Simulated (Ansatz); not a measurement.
# SiH₃O₄−: small, medium and large basis sets

One table from this session's results is given with a row withheld; the runs are named, their logs left out.

Computed with Ansatz 0.2.0, Gaussian basis. Level: one geometry, several basis sets.

The runs, in order: PBE0-D4/def2-SVPD; ωB97M-V/def2-SVPD; PBE0-D4/def2-QZVPPD; ωB97M-V/def2-QZVPPD; the functionals' def2-TZVPPD values are taken from earlier runs.

**The relaxed structure**

The geometry comes from an earlier relaxation with PBE0-D4 in a triple-zeta def2 set; it is a stationary point, not always the lowest conformer.

SMILES `[O-][Si](O)(O)O`, 8 atoms, charge -1, spin multiplicity 1.

Atoms are counted from 1 here; the program's logs count them from 0.

Bond lengths: O1–Si2 1.558 Å, Si2–O3 1.684 Å, Si2–O4 1.684 Å, Si2–O5 1.684 Å, O3–H6 0.959 Å, O4–H7 0.959 Å, O5–H8 0.959 Å. Angles: O1–Si2–O3 115.2°, O1–Si2–O4 115.2°, O1–Si2–O5 115.2°, O3–Si2–O4 103.2°, O3–Si2–O5 103.2°, O4–Si2–O5 103.2°, Si2–O3–H6 107.0°, Si2–O4–H7 107.0°, Si2–O5–H8 107.0°.

The first run:

Contents of in.yaml:

```yaml
crystal:
  periodic: [false, false, false]
  atoms:
    - {symbol: O, position_ang: [-1.413526, 0.197759, 0.825050]}
    - {symbol: Si, position_ang: [-0.077975, 0.010881, 0.045630]}
    - {symbol: O, position_ang: [1.319282, 0.127537, 0.978782]}
    - {symbol: O, position_ang: [0.191906, 1.122101, -1.190952]}
    - {symbol: O, position_ang: [0.099014, -1.475058, -0.727304]}
    - {symbol: H, position_ang: [1.074096, 0.563758, 1.796605]}
    - {symbol: H, position_ang: [-0.653713, 1.525839, -1.393852]}
    - {symbol: H, position_ang: [-0.539094, -2.072826, -0.333940]}
basis:
  gaussian: {orbitals: def2-SVPD}
total_charge: -1
hamiltonian: {xc: pbe0, dispersion: d4}
output: {orbitals: {seedname: orbitals}}
```

Run with:

```bash
ansatz run in.yaml --threads 2 --pin off --events-out ev --progress --plain --max-ram 32768MiB --backend cpu
```

Steps of the session up to this table: PBE0-D4 in def2-SVPD; ωB97M-V in def2-SVPD; PBE0-D4 in def2-QZVPPD; ωB97M-V in def2-QZVPPD.

One of the session's tables, all rows but one given; the rest of the session is left out.

It belongs to the step «Functionals by basis». 

| functional | basis | HOMO (eV) | LUMO (eV) |
| --- | --- | --- | --- |
| PBE0-D4 | def2-SVPD | -2.04 | 3.97 |
| PBE0-D4 | def2-TZVPPD | -1.96 | 3.56 |
| PBE0-D4 | def2-QZVPPD | -1.96 | 3.37 |
| ωB97M-V | def2-SVPD | -4.53 | 4.81 |
| ωB97M-V | def2-TZVPPD | ? | ? |
| ωB97M-V | def2-QZVPPD | -4.44 | 3.78 |

Estimate the missing values for ωB97M-V, def2-TZVPPD.

The run gave: HOMO (eV): -4.44; LUMO (eV): 4.08.
